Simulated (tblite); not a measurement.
# AsH3O2S2Si: the cost of one run

Programs: tblite 0.8.0 and PySCF 2.14.0. All values are calculated, for the isolated system unless a continuum is named. Atoms count from 0, parts from 1.

## 1. The system as given

9 atoms, charge 0, multiplicity 1; geometry: distance geometry start.

## 2. Relaxing the cluster with GFN2-xTB

What the job is given:

```
{"job": {"kind": "relax", "xc": "GFN2-xTB", "basis": "xTB"}, "charge": 0, "multiplicity": 1}
S      2.221336    -2.083096    -0.326014
As     0.826563    -0.407994    -0.312537
S      1.567968     1.588764    -0.889308
O     -0.544184    -0.429462     0.874257
Si    -1.762748     0.608966     0.197860
O     -3.307974    -0.216969     0.242081
H      3.490238    -1.872798     0.198200
H      1.517579     2.473077     0.176055
H     -3.974432     0.354865     0.705190
```

With the program's defaults for keys left out, this is: GFN2-xTB geometry optimisation, gas phase.

Run with:

```bash
OMP_NUM_THREADS=1 python cluster_run.py task.json out
```

The driver reads the jobs from task.json and runs them one after another.

Q: Estimate the wall time of this first job on 1 thread of Arm Neoverse V1, shared host.

About 4.3 s.
